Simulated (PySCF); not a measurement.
# MoOCl2: singlet, from a trigonal planar start

The task is one start of a wider search on MoOCl2: the singlet, from a trigonal planar start. It is relaxed, tested by its Hessian and followed downhill if it is a saddle.

Method: PBE0, basis Mo def2-TZVP with ECP28, O def2-TZVP, Cl def2-TZVP, scalar-relativistic core potentials, no spin–orbit coupling, density fitting; program: PySCF 2.14.0.

### Step 1. The system as given

4 atoms, charge 0, spin multiplicity 1.

Bond lengths: Mo1–O2 1.780 Å, Mo1–Cl3 2.370 Å, Mo1–Cl4 2.370 Å. Angles: O2–Mo1–Cl3 120.0°, O2–Mo1–Cl4 120.0°, Cl3–Mo1–Cl4 120.0°.

```xyz
4
charge 0 multiplicity 1
Mo    0.0000    0.0000    0.2959
O     0.0000    0.0000    2.0759
Cl   -2.0525    0.0000   -0.8891
Cl    2.0525    0.0000   -0.8891
```

### Step 2. Finding the electronic state

One driver script runs all steps and calls PySCF; scf.py shows how it sets up the SCF of each step. The optimiser is the driver's own. After this first run the driver tries any further starts and a stability analysis.

Input file scf.py:

```python
from pyscf import gto, scf, dft
mol = gto.M(atom='''
Mo    -0.000000     0.000000     0.295950
O      0.000000     0.000000     2.075920
Cl    -2.052480     0.000000    -0.889060
Cl     2.052490     0.000000    -0.889060''',
    basis={'Mo': 'def2-TZVP', 'O': 'def2-TZVP', 'Cl': 'def2-TZVP'},
    ecp={'Mo': 'def2-TZVP'},
    charge=0, spin=0)
mf = dft.RKS(mol, xc='PBE0')
mf.grids.atom_grid = (50, 194)
aux = {'Mo': 'def2-universal-JKFIT', 'O': 'def2-universal-JKFIT', 'Cl': 'def2-universal-JKFIT'}
mf = mf.density_fit(auxbasis=aux)
mf.conv_tol = 1e-08
mf.diis_space = 10
mf.max_cycle = 60
mf.init_guess = 'minao'
mf.verbose = 4
mf.kernel()
```

Launch:

```
$ OMP_NUM_THREADS=4 python axn.py task.json out
```

Log:

```text
init E= -1056.93212058379
  HOMO = -0.417682162238247  LUMO = -0.412427858667783  gap/eV = 0.14298
cycle= 1 E= -1063.36754083735  delta_E= -6.44  |g|= 0.968  |ddm|= 3.79
  HOMO = -0.231622208753029  LUMO = -0.215479456924319  gap/eV = 0.43927
cycle= 2 E= -1059.00968611979  delta_E= 4.36  |g|= 4.27  |ddm|= 2.22
  HOMO = -0.200666673647707  LUMO = -0.139336560030339  gap/eV = 1.66888
cycle= 3 E= -1063.53507097984  delta_E= -4.53  |g|= 0.36  |ddm|= 1.92
  HOMO = -0.279717451531204  LUMO = -0.207805385402324  gap/eV = 1.95683
cycle= 4 E= -1063.55755052195  delta_E= -0.0225  |g|= 0.153  |ddm|= 0.388
  HOMO = -0.259470082189468  LUMO = -0.179162549960035  gap/eV = 2.18528
cycle= 5 E= -1063.56057139914  delta_E= -0.00302  |g|= 0.111  |ddm|= 0.166
  HOMO = -0.26192193738438  LUMO = -0.18450201895387  gap/eV = 2.10670
cycle= 6 E= -1063.56360972599  delta_E= -0.00304  |g|= 0.0238  |ddm|= 0.0743
  HOMO = -0.261630246076934  LUMO = -0.184193214220191  gap/eV = 2.10717
cycle= 7 E= -1063.56371812735  delta_E= -0.000108  |g|= 0.00923  |ddm|= 0.00956
  HOMO = -0.261839434059042  LUMO = -0.184294025493167  gap/eV = 2.11012
cycle= 8 E= -1063.56373474748  delta_E= -1.66e-05  |g|= 0.00212  |ddm|= 0.00461
  HOMO = -0.261844392641848  LUMO = -0.184263201084103  gap/eV = 2.11109
cycle= 9 E= -1063.56373568267  delta_E= -9.35e-07  |g|= 0.000203  |ddm|= 0.00127
  HOMO = -0.261860622906352  LUMO = -0.18427529715175  gap/eV = 2.11120
cycle= 10 E= -1063.56373569381  delta_E= -1.11e-08  |g|= 7.96e-05  |ddm|= 0.000189
  HOMO = -0.261862003592922  LUMO = -0.184275610154788  gap/eV = 2.11123
cycle= 11 E= -1063.56373569573  delta_E= -1.92e-09  |g|= 1.94e-05  |ddm|= 8.27e-05
  HOMO = -0.261863588297242  LUMO = -0.184275867105611  gap/eV = 2.11127
Extra cycle  E= -1063.563735695  delta_E= 7.31e-10  |g|= 6.87e-05  |ddm|= 4.07e-05
converged SCF energy = -1063.563735695
```

This step, with its further starts and checks, ran for 15 s (4 threads of Intel Xeon Platinum 8259CL at 2.50GHz (Skylake/Cascade Lake), shared host).

The starts that the driver tried:

```tsv
start	energy (Eh)
the minimal-basis guess	-1063.563736
a thermally smeared density	-1063.581319
a smeared PBE density	-1063.581319
```

This is not the lowest solution: one lies 46.2 kJ/mol lower, at -1063.58132 Eh, and the relaxation starts from that.

### Step 3. Relaxing the singlet from the trigonal planar start

The program finds C2v symmetry in the start, which this walk keeps. The walk stops when the largest gradient is under 0.0003 Eh/bohr and the energy has settled too.

Edit scf.py of step 2 so:

```diff
@@ -3,4 +3,4 @@
-Mo    -0.000000     0.000000     0.295950
-O      0.000000     0.000000     2.075920
-Cl    -2.052480     0.000000    -0.889060
-Cl     2.052490     0.000000    -0.889060''',
+Mo    -0.000000     0.000000     0.295948
+O     -0.000001     0.000000     2.075918
+Cl    -2.052484     0.000000    -0.889064
+Cl     2.052486     0.000000    -0.889061''',
@@ -17 +16,0 @@
-mf.init_guess = 'minao'
```

Energy and gradient, step by step:

```tsv
step	energy (Eh)	change (kJ/mol)	largest symmetric gradient (Eh/bohr)
0	-1063.581319	0.00	0.12570
1	-1063.609223	-73.26	0.05463
2	-1063.612546	-81.99	0.00448
3	-1063.612806	-82.67	0.00235
4	-1063.612940	-83.02	0.00149
5	-1063.613007	-83.20	0.00009
6	-1063.613006	-83.19	0.00000
```

The walk took 22 s.

End point (C2v, 6 steps, 83.2 kJ/mol gained): Mo–Cl 2.226 Å (×2), Mo–O 1.640 Å; Cl–Mo–Cl 126.8°, Cl–Mo–O 116.6° (×2).

### Step 4. Hessian and properties

The point is checked on the finer grid, and tightened if its gradient asks for it. The Hessian and the dipole derivatives come from central differences of analytic gradients, with steps of 0.02 bohr.

Edit scf.py of step 3 so:

```diff
@@ -3,4 +3,4 @@
-Mo    -0.000000     0.000000     0.295948
-O     -0.000001     0.000000     2.075918
-Cl    -2.052484     0.000000    -0.889064
-Cl     2.052486     0.000000    -0.889061''',
+Mo    -0.000000     0.000000     0.240415
+O     -0.000001     0.000000     1.880181
+Cl    -1.986620     0.000000    -0.764067
+Cl     1.986621     0.000000    -0.764064''',
@@ -11 +11 @@
-mf.grids.atom_grid = (50, 194)
+mf.grids.atom_grid = (75, 302)
@@ -14 +14 @@
-mf.conv_tol = 1e-08
+mf.conv_tol = 1e-10
```

This SCF starts from the last density.

Log of the central SCF (cycles and frontier levels):

```text
init E= -1063.61300348098
  HOMO = -0.252940838860653  LUMO = -0.151962115042709  gap/eV = 2.74777
cycle= 1 E= -1063.6130034809  delta_E= 8.71e-11  |g|= 2.02e-05  |ddm|= 2.34e-05
  HOMO = -0.252934586582768  LUMO = -0.151956462701583  gap/eV = 2.74775
cycle= 2 E= -1063.61300348047  delta_E= 4.27e-10  |g|= 4.52e-05  |ddm|= 5.14e-05
  HOMO = -0.252939034771927  LUMO = -0.151960538791075  gap/eV = 2.74776
cycle= 3 E= -1063.61300348099  delta_E= -5.23e-10  |g|= 7.32e-06  |ddm|= 3.55e-05
  HOMO = -0.252938900506052  LUMO = -0.151960374874066  gap/eV = 2.74777
cycle= 4 E= -1063.613003481  delta_E= -9.78e-12  |g|= 1.02e-07  |ddm|= 3.15e-06
  HOMO = -0.252938923121746  LUMO = -0.151960402690467  gap/eV = 2.74777
Extra cycle  E= -1063.61300348101  delta_E= -2.27e-12  |g|= 1.85e-07  |ddm|= 1.8e-07
converged SCF energy = -1063.61300348101
```

The whole step took 73 s.

Geometry: C2v; Mo–Cl 2.226 Å (×2), Mo–O 1.640 Å; Cl–Mo–Cl 126.4°, Cl–Mo–O 116.8° (×2).

Harmonic modes (main isotopes):

```
symmetry  ω (cm⁻¹)  IR (km/mol)
      b1        43          5.9
      a1       105          1.0
      b2       228          0.0
      a1       399         22.1
      b2       474          107
      a1      1104          180
```

All wavenumbers are real: a minimum.

Constants and moments:

```yaml
Dipole_moment: 0.71 D
Highest_occupied_level: -6.88 eV
Lowest_empty_level: -4.14 eV
Rotational_constants: 0.1636, 0.06107, 0.04447 cm⁻¹
Zero-point_energy: 14.1 kJ/mol
Principal_polarisabilities: 52.3, 63.7, 80.9 bohr³
Atomisation_energy_without_zero-point_energy: 1300 kJ/mol
Principal_traceless_quadrupole_moments_about_the_centre_of_mass: -2.18, 0.43, 1.75 D Å
Entropy_at_298.15_K_and_1_bar: 334.8 J/(mol K)
Heat_capacity_Cp_at_298.15_K: 70.0 J/(mol K)
Enthalpy_at_298.15_K_above_0_K: 16.94 kJ/mol
Rotational_symmetry_number: 2
```

Populations by atom (charges in e):

| atom | Mulliken | Löwdin | polar tensor | Mayer order to Mo1 |
| --- | --- | --- | --- | --- |
| Mo1 | 1.20 | 0.02 | 1.60 | – |
| O2 | -0.49 | -0.21 | -0.65 | 2.13 |
| Cl3,4 | -0.36 | 0.09 | -0.47 | 1.08 |

Mulliken populations on Mo1 (outside its core potential): s 2.49, p 6.21, d 4.04, f 0.05.

### Step 5. A spin-polarised start

A stability analysis found the closed shell of the lowest minimum unstable towards spin polarisation, so the unrestricted solution is followed.

The program finds C2v symmetry in the start, which may break. Threshold on the gradient: 0.0003 Eh/bohr, with a further test on the energy change.

Edit scf.py of step 4 so:

```diff
@@ -3,4 +3,4 @@
-Mo    -0.000000     0.000000     0.240415
-O     -0.000001     0.000000     1.880181
-Cl    -1.986620     0.000000    -0.764067
-Cl     1.986621     0.000000    -0.764064''',
+Mo    -0.000000     0.000000     0.239467
+O     -0.000001     0.000000     1.879234
+Cl    -1.986620     0.000000    -0.765015
+Cl     1.986621     0.000000    -0.765012''',
@@ -10,2 +10,2 @@
-mf = dft.RKS(mol, xc='PBE0')
-mf.grids.atom_grid = (75, 302)
+mf = dft.UKS(mol, xc='PBE0')
+mf.grids.atom_grid = (50, 194)
@@ -14 +14 @@
-mf.conv_tol = 1e-10
+mf.conv_tol = 1e-08
```

Energy and gradient, step by step:

```tsv
step	energy (Eh)	change (kJ/mol)	largest gradient (Eh/bohr)
0	-1063.626929	0.00	0.00872
1	-1063.627582	-1.71	0.00625
2	-1063.627689	-2.00	0.00164
3	-1063.627724	-2.09	0.00148
4	-1063.627753	-2.16	0.00091
5	-1063.627753	-2.17	0.00030
6	-1063.627752	-2.16	0.00048
7	-1063.627758	-2.18	0.00007
```

The walk took 35 s.

Geometry (Å) and forces (eV/Å) at some steps:

```
step 0
Mo   0.000   0.000   0.239   0.000   0.000   0.448
O    0.000   0.000   1.879   0.000   0.000   0.195
Cl  -1.987   0.000  -0.765  -0.442   0.000  -0.321
Cl   1.987   0.000  -0.765   0.442   0.000  -0.321
step 1
Mo   0.000   0.000   0.253   0.000   0.000   0.322
O    0.000   0.000   1.896   0.000   0.000  -0.096
Cl  -1.998   0.000  -0.780  -0.071   0.000  -0.113
Cl   1.998   0.000  -0.780   0.071   0.000  -0.113
step 4
Mo   0.000  -0.002   0.285   0.000   0.004  -0.031
O    0.000   0.001   1.927   0.000  -0.002  -0.008
Cl  -1.975   0.001  -0.811   0.047  -0.001   0.020
Cl   1.975   0.001  -0.811  -0.047  -0.001   0.020
step 7
Mo   0.000   0.000   0.286   0.000   0.001  -0.004
O    0.000   0.000   1.929   0.000   0.000   0.003
Cl  -1.970   0.000  -0.813   0.001   0.000   0.000
Cl   1.970   0.000  -0.813  -0.001   0.000   0.000
```

It settles in C2v symmetry, 2.2 kJ/mol below the start, after 7 steps: Mo–Cl 2.256 Å (×2), Mo–O 1.642 Å; Cl–Mo–Cl 121.6°, Cl–Mo–O 119.2° (×2).

### Step 6. Vibrations and properties at this point

As before: finer grid, then central differences.

Edit scf.py of step 5 so:

```diff
@@ -3,4 +3,4 @@
-Mo    -0.000000     0.000000     0.239467
-O     -0.000001     0.000000     1.879234
-Cl    -1.986620     0.000000    -0.765015
-Cl     1.986621     0.000000    -0.765012''',
+Mo    -0.000000     0.000005     0.278588
+O     -0.000001     0.000034     1.921058
+Cl    -1.965831    -0.000015    -0.827404
+Cl     1.965832    -0.000015    -0.827401''',
@@ -11 +11 @@
-mf.grids.atom_grid = (50, 194)
+mf.grids.atom_grid = (75, 302)
@@ -14 +14 @@
-mf.conv_tol = 1e-08
+mf.conv_tol = 1e-10
```

Log of the central SCF (cycles and frontier levels):

```text
init E= -1063.62786644099
[... the frontier-level lines of each cycle are left out ...]
cycle= 1 E= -1063.62786644094  delta_E= 4.27e-11  |g|= 1.04e-05  |ddm|= 1.18e-05
cycle= 2 E= -1063.62786644076  delta_E= 1.84e-10  |g|= 2.21e-05  |ddm|= 2.33e-05
cycle= 3 E= -1063.62786644099  delta_E= -2.34e-10  |g|= 4.27e-06  |ddm|= 1.52e-05
cycle= 4 E= -1063.627866441  delta_E= -3.87e-12  |g|= 1.62e-07  |ddm|= 2e-06
Extra cycle  E= -1063.627866441  delta_E= -2.27e-12  |g|= 2.13e-07  |ddm|= 7.29e-07
converged SCF energy = -1063.627866441  <S^2> = 0.94442427  2S+1 = 2.1857944
```

The whole step ran for 2.1 min (4 threads of Intel Xeon Platinum 8259CL at 2.50GHz (Skylake/Cascade Lake), shared host).

Geometry: C2v; Mo–Cl 2.256 Å (×2), Mo–O 1.642 Å; Cl–Mo–Cl 121.3°, Cl–Mo–O 119.4° (×2).

Harmonic modes (main isotopes):

```
ω (cm⁻¹)  IR (km/mol)
      97         12.7
     102          1.6
     202          2.2
     388         27.5
     448          127
    1096          198
```

No imaginary mode, so this is a minimum.

Here the density breaks the symmetry of the frame, and no labels are given.

Properties at this point:

```yaml
Dipole_moment: 0.12 D
Highest_occupied_level: -7.46 eV
Lowest_empty_level: -3.68 eV
Rotational_constants: 0.1472, 0.06237, 0.04381 cm⁻¹
Zero-point_energy: 14.0 kJ/mol
Principal_polarisabilities: 46.3, 64.5, 81.4 bohr³
Atomisation_energy_without_zero-point_energy: 1339 kJ/mol
Principal_traceless_quadrupole_moments_about_the_centre_of_mass: -2.70, -2.64, 5.34 D Å
Entropy_at_298.15_K_and_1_bar: 330.1 J/(mol K)
Heat_capacity_Cp_at_298.15_K: 70.4 J/(mol K)
Enthalpy_at_298.15_K_above_0_K: 16.85 kJ/mol
Rotational_symmetry_number: 2
Spin_squared_⟨S²⟩: 0.944
```

Charges (e) and bond orders:

```json
{"atom": "Mo1", "Mulliken": "1.25", "Löwdin": "0.13", "polar tensor": "1.83", "spin (Mulliken)": "0.00", "Mayer order to Mo1": "–"}
{"atom": "O2", "Mulliken": "-0.49", "Löwdin": "-0.21", "polar tensor": "-0.73", "spin (Mulliken)": "0.00", "Mayer order to Mo1": "2.10"}
{"atom": "Cl3,4", "Mulliken": "-0.38", "Löwdin": "0.04", "polar tensor": "-0.55", "spin (Mulliken)": "0.00", "Mayer order to Mo1": "1.02"}
```

Mulliken populations on Mo1 (outside its core potential): s 2.38, p 6.23, d 4.09, f 0.05.

### Step 7. All stationary points

| spin | group | bonds | imaginary modes (cm⁻¹) | ΔE (kJ/mol) | with zero-point energy |
| --- | --- | --- | --- | --- | --- |
| broken-symmetry (Ms = 0) | C2v (density of lower symmetry) | Mo–Cl 2.256 Å (×2), Mo–O 1.642 Å | none | 0.0 | 0.0 |
| singlet | C2v | Mo–Cl 2.226 Å (×2), Mo–O 1.640 Å | none | 39.0 | 39.1 |

### Step 8. Summary of results

| quantity | value |
| --- | --- |
| minimum | broken-symmetry (Ms = 0), C2v |
| geometry | Mo–Cl 2.256 Å (×2), Mo–O 1.642 Å; Cl–Mo–Cl 121.3°, Cl–Mo–O 119.4° (×2) |
| wavenumbers (cm⁻¹) | 97, 102, 202, 388, 448, 1096 |
| dipole moment | 0.12 D |
| highest occupied, lowest empty level (either spin) | -7.46, -3.68 eV |
| polar-tensor charge of Mo1 | +1.83 e |
| zero-point energy | 14.0 kJ/mol |
| entropy at 298.15 K | 330.1 J/(mol K) |
| atomisation energy (no zero-point energy) | 1339 kJ/mol |
| ⟨S²⟩ | 0.944 |

**Reading.** The trigonal planar start keeps its C2v symmetry and ends in a minimum. The determinant is spin-contaminated (⟨S²⟩ = 0.94 against 0.00), so it is no pure spin state. In the infrared the band at 1096 cm⁻¹ (stretch) leads. The first SCF alone would have been 46 kJ/mol too high. Other starts or spin states, not run here, may lie lower. The SCF density has lower symmetry than the nuclear frame.

The search up to here took 4.7 min.
